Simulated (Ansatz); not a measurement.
# ClFH6W: the cost of one run

All numbers below are computed with Ansatz 0.2.0 (RHF/def2-SVP).

1 further run of the same task is left out (it didn't finish).

### 1 The structure to begin with

Bond lengths: W1–H2 2.070 Å, W1–H3 1.720 Å, W1–H4 1.720 Å, W1–Cl5 2.390 Å, W1–H6 1.720 Å, W1–H7 1.720 Å, W1–F8 2.150 Å, Cl5–F8 1.734 Å, W1–H9 2.165 Å. Angles (14 of 30 angles, heavy atoms first): Cl5–W1–F8 44.5°, W1–Cl5–F8 60.4°, W1–F8–Cl5 75.1°, H2–W1–Cl5 90.0°, H2–W1–F8 71.6°, H3–W1–Cl5 180.0°, H3–W1–F8 135.5°, H4–W1–Cl5 90.0°, H4–W1–F8 51.2°, Cl5–W1–H6 90.0°, Cl5–W1–H7 90.0°, Cl5–W1–H9 68.1°, H6–W1–F8 128.8°, H7–W1–F8 108.4°.

Structure file:

```xyz
9

W     0.0000    0.0000    0.0000
H     0.0000    0.0000    2.0700
H     1.7200    0.0000    0.0000
H     0.0000    1.7200    0.0000
Cl   -2.3900    0.0000    0.0000
H     0.0000   -1.7200    0.0000
H     0.0000    0.0000   -1.7200
F    -1.5327    1.3467    0.6779
H    -0.8082    0.7101    1.8790
```

### 2 Pulling towards end A

Springs on the bonds that form and break draw the guess towards this end; the thresholds are loose.

Contents of input.yaml:

```yaml
crystal:
  periodic: [false, false, false]
  atoms:
    - { symbol: W, position_ang: [0.0, 0.0, 0.0] }
    - { symbol: H, position_ang: [0.0, 0.0, 2.07] }
    - { symbol: H, position_ang: [1.72, 0.0, 0.0] }
    - { symbol: H, position_ang: [0.0, 1.72, 0.0] }
    - { symbol: Cl, position_ang: [-2.39, 0.0, 0.0] }
    - { symbol: H, position_ang: [0.0, -1.72, 0.0] }
    - { symbol: H, position_ang: [0.0, 0.0, -1.72] }
    - { symbol: F, position_ang: [-1.5327, 1.3467, 0.6779] }
    - { symbol: H, position_ang: [-0.8082, 0.7101, 1.879] }
basis:
  gaussian: { orbitals: def2-SVP }
hamiltonian:
  xc: hf
relax:
  f_tol: 0.15
  max_steps: 25
  restrain:
    - { distance: [0, 7], at: 3.05, k: 30.0 }
    - { distance: [8, 1], at: 1.86, k: 30.0 }
    - { distance: [0, 1], at: 1.72, k: 30.0 }
    - { distance: [8, 7], at: 0.92, k: 30.0 }
```

On the command line:

```sh
$ ansatz run input.yaml --threads 1 --pin off --max-ram 2048MiB --backend cpu --events-out ev --progress --plain --runs-dir out
```

Q: Estimate wall time and peak memory on 1 thread of AMD EPYC 7R43 (Zen 3), shared host.

About 86 s, with a peak of 0.22 GiB.
